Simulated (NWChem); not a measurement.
# One shape, several levels: CH3BeF (SMILES [CH3][Be][F])

We compute a comparison of 5 runs (HF/STO-3G, HF/def2-SVP, SVWN5/6-31G, PBE0/def2-SVP, MP2/def2-SVP) of CH3BeF. 

The results are computed with NWChem 7.3.0.

### 1 The structure to begin with

The species is CH3BeF (6 atoms), meant as a singlet with charge 0. As SMILES, `[CH3][Be][F]`. The shape comes from GFN2-xTB, which is rough for such elements, and wasn't checked as a minimum.

Bond lengths: Be1–C2 1.721 Å, Be1–F6 1.377 Å, C2–H3 1.088 Å, C2–H4 1.089 Å, C2–H5 1.089 Å. Angles: C2–Be1–F6 179.4°, Be1–C2–H3 114.2°, Be1–C2–H4 113.8°, Be1–C2–H5 113.7°, H3–C2–H4 104.7°, H3–C2–H5 104.7°, H4–C2–H5 104.7°.

### 2 Energy and gradient at HF/STO-3G (run 1)

ch3bef.nw

```
START ch3bef
TITLE "CH3BeF"
memory 2200 mb

GEOMETRY units angstrom noautosym nocenter noautoz
   Be      -0.009510       0.008170      -1.137940
   C        0.001990       0.000990       0.582560
   H       -0.430090       0.890600       1.034950
   H        0.998760      -0.072200       1.014320
   H       -0.550320      -0.828800       1.020830
   F       -0.010840       0.001240      -2.514720
END

BASIS spherical bse
   * library STO-3G
END

SCF
   thresh 1e-08
   maxiter 80
END

TASK scf gradient
```

Started as:

```
$ nwchem ch3bef.nw > ch3bef.out
```

The log of the run:

```text
[...]
  functions       =    18
[...]
  wavefunction    = RHF
[...]
         Total SCF energy =   -151.704617403455
      One-electron energy =   -303.481422073012
      Two-electron energy =    105.103770710782
 Nuclear repulsion energy =     46.673033958774
        Time for solution =      0.2s
[...]
                         RHF ENERGY GRADIENTS
    atom               coordinates                        gradient
                 x          y          z           x          y          z
   1 Be     -0.017971   0.015439  -2.150395   -0.000157   0.000456   0.050885
   2 C       0.003761   0.001871   1.100879   -0.000498   0.001185  -0.011973
   3 H      -0.812752   1.682990   1.955772    0.000679  -0.001178   0.007865
   4 H       1.887383  -0.136438   1.916787   -0.000249  -0.000028   0.008058
   5 H      -1.039954  -1.566205   1.929089    0.000184   0.000024   0.008021
   6 F      -0.020485   0.002343  -4.752132    0.000040  -0.000458  -0.062856
[...]
```

It took 0.78 s on 1 thread of AMD EPYC 9R45 (Zen 5), shared host; peak memory 0.1 GiB.

### 3 Energy and forces at HF/def2-SVP (run 2)

mymol.xyz

```xyz
6

Be    -0.009510     0.008170    -1.137940
C      0.001990     0.000990     0.582560
H     -0.430090     0.890600     1.034950
H      0.998760    -0.072200     1.014320
H     -0.550320    -0.828800     1.020830
F     -0.010840     0.001240    -2.514720
```

mymol.nw

```
echo
start mymol
memory total 2200 mb
geometry noautosym nocenter noautoz
  load format xyz mymol.xyz
end
basis spherical bse
  * library def2-SVP
end
scf
  thresh 1e-08
  maxiter 80
end
task scf gradient
```

Started as:

```
$ nwchem mymol.nw > mymol.out
```

The log of the run:

```text
[...]
  functions       =    52
[...]
  wavefunction    = RHF
[...]
         Total SCF energy =   -153.647457148166
      One-electron energy =   -304.553083999684
      Two-electron energy =    104.232592892743
 Nuclear repulsion energy =     46.673033958774
        Time for solution =      0.8s
[...]
                         RHF ENERGY GRADIENTS
    atom               coordinates                        gradient
                 x          y          z           x          y          z
   1 Be     -0.017971   0.015439  -2.150395   -0.000303   0.000256  -0.021515
   2 C       0.003761   0.001871   1.100879   -0.000196   0.000674   0.004981
   3 H      -0.812752   1.682990   1.955772    0.003518  -0.007080   0.002493
   4 H       1.887383  -0.136438   1.916787   -0.007136   0.000492   0.002838
   5 H      -1.039954  -1.566205   1.929089    0.003984   0.005802   0.002770
   6 F      -0.020485   0.002343  -4.752132    0.000135  -0.000145   0.008433
[...]
```

Wall time 1.7 s (1 thread of AMD EPYC 9R45 (Zen 5), shared host); peak memory 0.1 GiB.

Runs 3 to 4 aren't shown in full; the table further down has their settings and results.

### 4 Energy and gradient at MP2/def2-SVP (run 5)

run.xyz

```xyz
6
CH3BeF gradient
Be    -0.009510     0.008170    -1.137940
C      0.001990     0.000990     0.582560
H     -0.430090     0.890600     1.034950
H      0.998760    -0.072200     1.014320
H     -0.550320    -0.828800     1.020830
F     -0.010840     0.001240    -2.514720
```

run.py

```python
from ase.io import read
from ase.calculators.nwchem import NWChem

system = read('run.xyz')

calc = NWChem(
    label='run',
    theory='mp2',
    memory='2200 mb',
    basis='def2-SVP',
    basispar='spherical bse',
    scf={'nopen': '0', 'rhf': None, 'thresh': '1e-08', 'maxiter': '80'},
    mp2={'freeze': 'core 2', 'tight': None},
)
system.calc = calc

forces = system.get_forces()
e = system.get_potential_energy()
print(f"E = {e:.6f} eV")
print("forces (eV/A):")
for s, f in zip(system.symbols, forces):
    print(f"{s:2s} {f[0]:10.5f} {f[1]:10.5f} {f[2]:10.5f}")
```

Started as:

```
$ export ASE_NWCHEM_COMMAND="nwchem PREFIX.nwi > PREFIX.nwo"
$ python run.py
```

The log of the run:

```text
E = -4190.969001 eV
forces (eV/A):
Be    0.01543   -0.00987    1.62046
C     0.00699   -0.03240   -0.67409
H    -0.25310    0.51371    0.00123
H     0.53422   -0.03790   -0.02134
H    -0.29676   -0.43770   -0.01707
F    -0.00684    0.00417   -0.90924
```

The calculator wrote run.nwi:

```
title "run"

permanent_dir run

scratch_dir run

start run

geometry units angstrom nocenter noautosym noautoz
  Be -9.5099999999999994e-03 8.1700000000000002e-03 -1.1379400000000000e+00
  C  1.9900000000000000e-03 9.8999999999999999e-04 5.8255999999999997e-01
  H  -4.3008999999999997e-01 8.9059999999999995e-01 1.0349500000000000e+00
  H  9.9875999999999998e-01 -7.2200000000000000e-02 1.0143200000000001e+00
  H  -5.5032000000000003e-01 -8.2879999999999998e-01 1.0208299999999999e+00
  F  -1.0840000000000001e-02 1.2400000000000000e-03 -2.5147200000000001e+00
end

memory 2200 mb

basis spherical bse noprint
   * library def2-SVP
end

scf
  nopen 0
  rhf
  thresh 1e-08
  maxiter 80
end
mp2
  freeze core 2
  tight
end

task mp2 gradient
```

run.nwo:

```text
Northwest Computational Chemistry Package (NWChem) 7.3.0
             --------------------------------------------------------

           Job information
           ---------------

    nwchem branch   = 7.3.0
    use scalapack   = T
    input           = run.nwi
    prefix          = run.
    data base       = run/run.db
    status          = startup
    nproc           =        1

           Memory information
           ------------------

    heap     =     72089596 doubles =      550.0 Mbytes
    stack    =     72089601 doubles =      550.0 Mbytes
    global   =    144179200 doubles =     1100.0 Mbytes (distinct from heap & stack)
    total    =    288358397 doubles =     2200.0 Mbytes
    verify   = yes
    hardfail = no

           Directory information
           ---------------------

  0 permanent = run
  0 scratch   = run

                                NWChem Input Module
                                -------------------

                                        run
                                        ---

[... 27 lines left out ...]
            Nuclear Dipole moment (a.u.)
[... 83 lines left out ...]
 1-e energy   =    -301.524592
[... 7 lines left out ...]
         Quadratically convergent ROHF
[... 3 lines left out ...]
 Final Fock-matrix accuracy:          1.000E-10
[... 13 lines left out ...]
         Total SCF energy =   -153.647457148155
[... 1 line left out ...]
      Two-electron energy =    104.232592892752
[... 4 lines left out ...]
             Final eigenvalues
[... 301 lines left out ...]
 CPHF converged to   6.9D-07 in    9 iters
[... 11 lines left out ...]
 MP2 RHF      natural orbital occupation numbers
[... 55 lines left out ...]
  MP2 natural orbitals output to run/run.mp2nos

                         mp2 ENERGY GRADIENTS

    atom               coordinates                        gradient
                 x          y          z           x          y          z
   1 Be     -0.017971   0.015439  -2.150395   -0.000300   0.000192  -0.031513
   2 C       0.003761   0.001871   1.100879   -0.000136   0.000630   0.013109
   3 H      -0.812752   1.682990   1.955772    0.004922  -0.009990  -0.000024
   4 H       1.887383  -0.136438   1.916787   -0.010389   0.000737   0.000415
   5 H      -1.039954  -1.566205   1.929089    0.005771   0.008512   0.000332
   6 F      -0.020485   0.002343  -4.752132    0.000133  -0.000081   0.017682

                 ----------------------------------------
                 |  Time  |  1-e(secs)   |  2-e(secs)   |
                 ----------------------------------------
                 |  CPU   |       0.00   |       0.36   |
                 ----------------------------------------
                 |  WALL  |       0.00   |       0.36   |
                 ----------------------------------------
 -----------------------
 Task  times  cpu:        2.3s     wall:        2.3s
 Total times  cpu:        2.3s     wall:        2.3s
```

Wall time 3.3 s (1 thread of AMD EPYC 9R45 (Zen 5), shared host); peak memory 0.13 GiB.

### 5 Overview of the runs

| run | level | iteration cap | module | energy (Eh) | dipole moment (D) | HOMO energy (eV) | LUMO energy (eV) | wall time |
| --- | --- | --- | --- | --- | --- | --- | --- | --- |
| 1 | HF/STO-3G | 80 | scf | -151.704617 | 0.18 | -10.70 | 7.98 | 0.78 s |
| 2 | HF/def2-SVP | 80 | scf | -153.647457 | 1.48 | -12.39 | 2.32 | 1.7 s |
| 3 | SVWN5/6-31G | 100 | dft | -153.316683 | – | – | – | 2.5 s |
| 4 | PBE0/def2-SVP | 100 | dft | -154.283314 | 1.32 | – | – | 5.4 s |
| 5 | MP2/def2-SVP | 80 | mp2 | -154.015271 | 1.20 | -12.39 | 2.32 | 3.3 s |

### 6 Results

```
                                                      quantity          value
                                           run 5: total energy  -154.01527 Eh
run 5: dipole moment (of the density that the program reports)         1.20 D
                    run 5: HOMO energy (Hartree–Fock orbitals)      -12.39 eV
                    run 5: LUMO energy (Hartree–Fock orbitals)        2.32 eV
                  run 5: HOMO–LUMO gap (Hartree–Fock orbitals)       14.71 eV
            run 5: correlation energy (2 core orbitals frozen)     -367.8 mEh
                               run 5: largest force on an atom     1.621 eV/Å
```

**Reading.** Over runs 1, 2, 4, 5 the dipole moment (its size) runs from 0.18 D (HF/STO-3G) to 1.48 D (HF/def2-SVP). Totals of different functionals can't be ranked against each other. In run 1 the basis is minimal, so the values are rough. All runs together took 14 s, the longest 5.4 s.
